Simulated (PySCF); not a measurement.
# CH3NOSi (SMILES O=C=N[SiH3]) at 6 levels

Aim: a comparison of 6 runs (HF/3-21G, HF/cc-pVDZ, B3LYP/6-31G*, PBE0/def2-SVP, MP2/pcseg-1, CCSD(T)/STO-3G) of CH3NOSi. 

The calculation is run with PySCF 2.14.0.

**1. Starting point**

CH3NOSi has 7 atoms, charge 0, and is taken as a singlet. As SMILES, `O=C=N[SiH3]`. The coordinates come from a PBE0-D4/def2-TZVP relaxation.

Bond lengths: O1–C2 1.165 Å, C2–N3 1.190 Å, N3–Si4 1.705 Å, Si4–H5 1.482 Å, Si4–H6 1.482 Å, Si4–H7 1.482 Å. Angles: O1–C2–N3 180.0°, C2–N3–Si4 179.9°, N3–Si4–H5 108.9°, N3–Si4–H6 108.9°, N3–Si4–H7 108.9°, H5–Si4–H6 110.0°, H5–Si4–H7 110.0°, H6–Si4–H7 110.0°.

**2. Energy and forces at HF/3-21G (run 1)**

Contents of job.py:

```python
import pyscf.grad
from pyscf import gto

molecule = gto.M(
    atom='''
O      1.158900    -2.416100     1.429200
C      0.716600    -1.490800     0.876400
N      0.264700    -0.545500     0.311400
Si    -0.383100     0.810100    -0.495400
H      0.728400     1.598400    -1.077200
H     -1.134700     1.634700     0.479400
H     -1.289500     0.341100    -1.569500
''',
    verbose=4,
    max_memory=1860,
    basis='3-21g',
    charge=0,
)

mf = molecule.RHF()
mf.conv_tol = 1e-10
mf.kernel()
if not mf.converged:
    mf = mf.newton().run(mf.mo_coeff, mf.mo_occ)

energy = mf.e_tot
print('E = %.10f Eh' % energy)
grad = mf.Gradients().kernel()
mf.analyze()
```

Command:

```console
$ OMP_NUM_THREADS=1 python job.py
```

What it wrote:

```text
PySCF version 2.14.0

[... 79 lines left out ...]
One-electron Energy =                 -902.530723526889687
[... 8 lines left out ...]
MO #4   energy= -11.3628545565528  occ= 2
[... 6 lines left out ...]
MO #11  energy= -0.849412028265325 occ= 2
[... 6 lines left out ...]
MO #18  energy= -0.42454930987729  occ= 2
[... 6 lines left out ...]
MO #25  energy= 0.286383443454806  occ= 0
[... 6 lines left out ...]
MO #32  energy= 0.913029142249635  occ= 0
[... 6 lines left out ...]
MO #39  energy= 1.49992151821846   occ= 0
[... 6 lines left out ...]
MO #46  energy= 3.90294403641271   occ= 0
[... 56 lines left out ...]
Dipole moment(X, Y, Z, Debye): -0.97306,  2.03580, -1.21171
```

Wall time 0.98 s (1 thread of Arm Neoverse V2, shared host); peak memory 0.12 GiB.

**3. Energy and gradient at HF/cc-pVDZ (run 2)**

Contents of calc.py:

```python
from pyscf import gto, scf

molecule = gto.M(
    atom=[
    ('O', (1.158900, -2.416100, 1.429200)),
    ('C', (0.716600, -1.490800, 0.876400)),
    ('N', (0.264700, -0.545500, 0.311400)),
    ('Si', (-0.383100, 0.810100, -0.495400)),
    ('H', (0.728400, 1.598400, -1.077200)),
    ('H', (-1.134700, 1.634700, 0.479400)),
    ('H', (-1.289500, 0.341100, -1.569500)),
],
    max_memory=1860,
    basis='cc-pvdz',
    verbose=4,
)

hf = scf.RHF(molecule)
hf.conv_tol = 1e-10
hf.kernel()
if not hf.converged:
    hf = hf.newton().run(hf.mo_coeff, hf.mo_occ)

e_final = hf.e_tot
print('Final energy', e_final)
grad = hf.nuc_grad_method().kernel()
dip = hf.dip_moment()
pop, q = hf.mulliken_pop()
```

Command:

```console
$ OMP_NUM_THREADS=1 python calc.py
```

What it wrote:

```text
PySCF version 2.14.0

[... 63 lines left out ...]
converged SCF energy = -457.908896551462
Final energy -457.9088965514623
[... 13 lines left out ...]
Dipole moment(X, Y, Z, Debye): -0.85788,  1.79469, -1.06910
[... 83 lines left out ...]
charge of    6H =     -0.11991
```

Run time: 3.6 s. Hardware: 1 thread of Arm Neoverse V2, shared host; peak memory 0.15 GiB.

Runs 3 to 5 aren't shown in full; the table further down has their settings and results.

**4. A single-point energy at CCSD(T)/STO-3G (run 6)**

Contents of job.py:

```python
# O=C=N[SiH3]
from pyscf import gto, scf, cc

mol = gto.M(
    atom=[
    ('O', (1.158900, -2.416100, 1.429200)),
    ('C', (0.716600, -1.490800, 0.876400)),
    ('N', (0.264700, -0.545500, 0.311400)),
    ('Si', (-0.383100, 0.810100, -0.495400)),
    ('H', (0.728400, 1.598400, -1.077200)),
    ('H', (-1.134700, 1.634700, 0.479400)),
    ('H', (-1.289500, 0.341100, -1.569500)),
],
    max_memory=1860,
    basis='sto-3g',
    verbose=4,
)

mf = scf.RHF(mol)
mf.conv_tol = 1e-10
mf.kernel()
if not mf.converged:
    mf = mf.newton().run(mf.mo_coeff, mf.mo_occ)

mycc = cc.CCSD(mf, frozen=8)
mycc.kernel()
e_t = mycc.ccsd_t()
e_final = mycc.e_tot + e_t
print('E(%s) = %.9f' % ('CCSD(T)', e_final))
dip = mf.dip_moment()
pop, q = mf.mulliken_pop()
```

Command:

```console
$ OMP_NUM_THREADS=1 python job.py
```

What it wrote:

```text
PySCF version 2.14.0

[... 59 lines left out ...]
converged SCF energy = -452.322435178742
[... 12 lines left out ...]
Init t2, MP2 energy = -452.557034213412  E_corr(MP2) -0.23459903466968
[... 12 lines left out ...]
CCSD converged
[... 3 lines left out ...]
Dipole moment(X, Y, Z, Debye): -1.05433,  2.20593, -1.31357
[... 35 lines left out ...]
charge of    6H =     -0.14664
```

Run time: 0.64 s. Hardware: 1 thread of Arm Neoverse V2, shared host; peak memory 0.1 GiB.

**5. All runs side by side**

| run | level | integration grid | frozen core orbitals | energy (Eh) | dipole moment (D) of the reference | HOMO energy (eV) | LUMO energy (eV) | wall time |
| --- | --- | --- | --- | --- | --- | --- | --- | --- |
| 1 | HF/3-21G | – | – | -455.412404 | 2.56 | -11.55 | 4.11 | 0.98 s |
| 2 | HF/cc-pVDZ | – | – | -457.908897 | 2.26 | -11.86 | 3.85 | 3.6 s |
| 3 | B3LYP/6-31G* (spherical functions) | 5 | – | -459.404243 | 2.06 | -8.19 | 0.33 | 15 s |
| 4 | PBE0/def2-SVP | 5 | – | -458.879436 | 2.07 | -8.58 | 0.72 | 15 s |
| 5 | MP2/pcseg-1 | – | 8 | -458.388572 | 2.43 | -12.10 | 2.94 | 5.7 s |
| 6 | CCSD(T)/STO-3G | – | 8 | -452.587827 | 2.78 | -8.17 | 10.11 | 0.64 s |

**6. Results**

| quantity | value |
| --- | --- |
| run 6: total energy | -452.58783 Eh |
| run 6: dipole moment (Hartree–Fock density) | 2.78 D |
| run 6: HOMO energy (Hartree–Fock orbitals) | -8.17 eV |
| run 6: LUMO energy (Hartree–Fock orbitals) | 10.11 eV |
| run 6: HOMO–LUMO gap (Hartree–Fock orbitals) | 18.28 eV |
| run 6: correlation energy (8 core orbitals frozen) | -265.4 mEh |
| run 6: (T) correction | -17.80 mEh |
| run 6: T1 diagnostic | 0.017 |

In words: Over runs 1, 2, 3, 4 the dipole moment (its size) runs from 2.06 D (B3LYP/6-31G*) to 2.56 D (HF/3-21G). The two ends differ in method and basis. Over runs 1, 2, 3, 4 the HOMO–LUMO gap runs from 8.52 eV (B3LYP/6-31G*) to 15.71 eV (HF/cc-pVDZ). Totals of different functionals can't be ranked against each other. In run 6 the basis is minimal, so the values are rough. All runs together took 41 s, the longest 15 s.
